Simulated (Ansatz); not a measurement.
# SnBi2O5: the cost of one run

Method: DFT PBE, scalar-relativistic, plane waves, PAW, unless a step names another level, in Ansatz 0.2.0.

7 further runs of the same task are left out: 2 that didn't finish, 5 set aside as unsound or not needed. Runs told in other sessions of the task aren't counted.

## (1) The formula and the candidates

Pauling electronegativities: Sn 1.96, Bi 2.02, O 3.44 (spread 1.48). The formula balances with common oxidation states: Sn +4, Bi +3, O -2. Tabulated atomic sizes suggest about 16 Å³/atom. 16 candidates were drawn, by swapping species into database cells of other compounds, at random by space group and Wyckoff sites, or by hand, as the table says:

```tsv
name	made from	space group no.	Wyckoff sites	atoms (primitive cell)	V (Å³/atom)
c01	built by hand: Bi2SiO5/Bi2GeO5	36	Sn 4a; Bi 8b; O 4a, 8b, 8b	16	16.1
c02	database cell of Al5CuW2	123	Sn 1b; Bi 1a, 1d; O 4i, 1c	8	15.9
c03	built by hand: oxygen-deficient Aurivillius n=1, vacancy ordered	71	Sn 2a; Bi 4i; O 4i, 2d, 4j	8	16.2
c04	random	191	Sn 1b; Bi 2c; O 4h, 1a	8	17.9
c05	database cell of Rb2MnF5	123	Sn 1a; Bi 2e; O 1b, 4j	8	16.2
c06	built by hand: pseudobrookite Al2TiO5, ordered	63	Sn 4c; Bi 8f; O 8f, 8f, 4c	16	16.1
c07	built by hand: ordered anion-deficient fluorite	119	Sn 2a; Bi 4e; O 2d, 4f, 4f	8	16.1
c08	random	216	Sn 4a; Bi 4b, 4d; O 16e, 4c	8	17.9
c09	database cell of Li2BiF5	87	Sn 2a; Bi 4d; O 8h, 2b	8	18.9
c10	random	123	Sn 1c; Bi 1a, 1b; O 2f, 2e, 1d	8	19.0
c11	random	139	Sn 2b; Bi 4e; O 8j, 2a	8	20.6
c12	random	191	Sn 1a; Bi 2d; O 3g, 2e	8	20.3
c13	random	166	Sn 3b; Bi 6c; O 6c, 9e	8	20.4
c14	random	123	Sn 1b; Bi 2h; O 4o, 1a	8	20.5
c15	random	216	Sn 4c; Bi 4b, 4d; O 4a, 16e	8	16.6
c16	random	191	Sn 1a; Bi 2c; O 4h, 1b	8	17.2
```

## (2) Screening run of c03

Input file input.yaml:

```yaml
crystal:
  lattice:
    - [-1.95, 1.975, 8.4]
    - [1.95, -1.975, 8.4]
    - [1.95, 1.975, -8.4]
  atoms:
    - { symbol: Sn, position: [0.0, 0.0, 0.0] }
    - { symbol: Bi, position: [0.67, 0.67, 0.0] }
    - { symbol: Bi, position: [0.33, 0.33, 0.0] }
    - { symbol: O, position: [0.115, 0.115, 0.0] }
    - { symbol: O, position: [0.885, 0.885, 0.0] }
    - { symbol: O, position: [0.5, 0.0, 0.5] }
    - { symbol: O, position: [0.75, 0.25, 0.5] }
    - { symbol: O, position: [0.25, 0.75, 0.5] }
basis:
  ecutwfc: 420
kpoints:
  mp_grid: { grid: [4, 4, 4] }
hamiltonian:
  xc: pbe
scf:
  occupations: { method: gaussian, width: 0.15 }
  lower_state_search: "off"
output:
  forces: true
  stress: true
  eigenvalues: true
relax:
  adjacent_minimum: "off"
  f_tol: 0.08
  max_steps: 16
  cell: { stress_tol: 0.8 }
```

On the command line:

```
> ansatz run input.yaml --threads 1 --pin off --max-ram 2560MiB --backend cpu --events-out ev --progress --plain --runs-dir out
```

**Question.** How long does this run take on 1 thread of Intel Xeon 6975P-C (Granite Rapids), shared host, and how much memory does it need?

About 19 s, with a peak of 0.48 GiB.
